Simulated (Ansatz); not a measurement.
# BN: the cost of one run

Computed with Ansatz 0.2.0 (DFT PBE, scalar-relativistic, plane waves, PAW, unless a step's input says otherwise).

**1. Starting point**

It takes space group P6_3mc (No. 186, hexagonal). Conventional cell: a = 2.554 Å, b = 2.554 Å, c = 4.227 Å, α = 90.00°, β = 90.00°, γ = 120.00°. Around B (site symmetry 3m) lie 4 N at 1.57 to 1.58 Å. N (site symmetry 3m) is surrounded by 4 B at 1.57 to 1.58 Å.

Structure file:

```
CELL_PARAMETERS angstrom
2.55394 0.00000 0.00000
-1.27697 2.21178 0.00000
0.00000 0.00000 4.22685
ATOMIC_POSITIONS crystal
B 0.66667 0.33333 0.99972
B 0.33333 0.66667 0.49972
N 0.66667 0.33333 0.62528
N 0.33333 0.66667 0.12528
```

It goes back to an entry of the Materials Project, which need not be the stable form.

No relaxation comes first: the listed cell is the starting point.

**2. Zero of energy**

The reference gives a free energy of -1084.4829 eV, pressure -0.04 GPa, largest force 0.016 eV/Å and gap on the mesh 5.21 eV. It was computed beforehand with the settings of the runs below.

**3. Setting up biaxial against axial strain**

The cell is strained by p along both x and y and by q along z, with fractional coordinates fixed.

**4. p = -0.080, q = -0.080**

input.yaml reads:

```yaml
crystal:
  lattice:
    - [2.3496244336, 0.0, 0.0]
    - [-1.1748122168, 2.0348344488, 0.0]
    - [0.0, 0.0, 3.8887066]
  atoms:
    - { symbol: B, position: [0.6666666667, 0.3333333333, 0.999724] }
    - { symbol: B, position: [0.3333333333, 0.6666666667, 0.499724] }
    - { symbol: "N", position: [0.6666666667, 0.3333333333, 0.625276] }
    - { symbol: "N", position: [0.3333333333, 0.6666666667, 0.125276] }
basis:
  ecutwfc: 420
kpoints:
  mp_grid: { grid: [12, 12, 6] }
hamiltonian:
  xc: pbe
scf:
  occupations: { method: gaussian, width: 0.05 }
output:
  forces: true
  stress: true
  eigenvalues: true
```

Started as:

```
> ansatz run input.yaml --threads 1 --pin off --max-ram 2560MiB --backend cpu --events-out ev --progress --plain --runs-dir out
```

What time and memory should one allow on 1 thread of Intel Xeon Platinum 8259CL at 2.50GHz (Skylake/Cascade Lake), shared host?

About 1.7 s, with a peak of 0.34 GiB.
